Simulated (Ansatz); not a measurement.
# Mo6: the cost of one run

The runs use Ansatz 0.2.0, Gaussian basis; UKS PBE0-D4/def2-TZVPD.

Levels to be run: a search for the lowest solution at PBE-D4/def2-SVP; a single point at PBE0-D4/def2-TZVPD; harmonic vibrations at PBE-D4/def2-SVPD.

2 further runs of the same task are left out: 1 that didn't finish, 1 set aside as unsound or not needed. Runs told in other sessions of the task aren't counted.

**1. The geometry**

The doublet was relaxed beforehand with PBE-D4/def2-SVPD. At that level it is the lowest of the isomers that a small search found.

6 atoms, charge -1, spin multiplicity 2.

Atoms are counted from 1 here; the program's logs count them from 0.

Bond lengths: Mo1–Mo2 2.333 Å, Mo1–Mo3 2.751 Å, Mo1–Mo4 2.749 Å, Mo1–Mo5 3.490 Å, Mo1–Mo6 2.330 Å, Mo2–Mo3 2.511 Å, Mo2–Mo4 3.512 Å, Mo2–Mo5 2.321 Å, Mo2–Mo6 2.794 Å, Mo3–Mo4 2.156 Å, Mo3–Mo5 2.773 Å, Mo3–Mo6 3.513 Å, Mo4–Mo5 2.774 Å, Mo4–Mo6 2.514 Å, Mo5–Mo6 2.321 Å. Angles: Mo2–Mo1–Mo3 58.5°, Mo2–Mo1–Mo4 87.0°, Mo2–Mo1–Mo5 41.3°, Mo2–Mo1–Mo6 73.6°, Mo3–Mo1–Mo4 46.2°, Mo3–Mo1–Mo5 51.1°, Mo3–Mo1–Mo6 87.1°, Mo4–Mo1–Mo5 51.1°, Mo4–Mo1–Mo6 58.7°, Mo5–Mo1–Mo6 41.3°, Mo1–Mo2–Mo3 69.1°, Mo1–Mo2–Mo4 51.4°, Mo1–Mo2–Mo5 97.2°, Mo1–Mo2–Mo6 53.1°, Mo3–Mo2–Mo4 37.5°, Mo3–Mo2–Mo5 69.9°, Mo3–Mo2–Mo6 82.8°, Mo4–Mo2–Mo5 52.0° and more.

Mo takes a core potential in the def2 sets. No spin-orbit coupling is included. The ion is computed in the gas phase, without counter-ions or solvent.

Bonds by kind at the end (by distance):

| bond | count | shortest (Å) | longest (Å) |
| --- | --- | --- | --- |
| Mo–Mo | 15 | 2.156 | 3.513 |

**2. Searching for the lowest solution, PBE-D4/def2-SVP**

start.molden holds the orbitals of an earlier run on this state, given as this run's starting guess.

in.yaml

```yaml
crystal:
  periodic: [false, false, false]
  atoms:
    - {symbol: Mo, position_ang: [0.436264, -0.378556, 1.690990]}
    - {symbol: Mo, position_ang: [-1.450957, 0.616173, 0.747002]}
    - {symbol: Mo, position_ang: [-0.870750, -1.516529, -0.445111]}
    - {symbol: Mo, position_ang: [1.189747, -1.043232, -0.867363]}
    - {symbol: Mo, position_ang: [-0.522902, 1.089649, -1.326816]}
    - {symbol: Mo, position_ang: [1.218598, 1.232505, 0.201289]}
basis:
  gaussian: {orbitals: def2-SVP, initial_orbitals: start.molden}
total_charge: -1
magnetization: {spin_polarized: true, initial_magnetization: 1}
hamiltonian: {xc: pbe, dispersion: d4}
output: {orbitals: {seedname: orbitals}}
```

Started as:

```
> ansatz run in.yaml --threads 4 --pin off --events-out ev --progress --plain --max-ram 4787MiB
```

Q: Estimate wall time and peak memory on 4 threads of Arm Neoverse V2, shared host.

About 70 s, with a peak of 0.84 GiB.
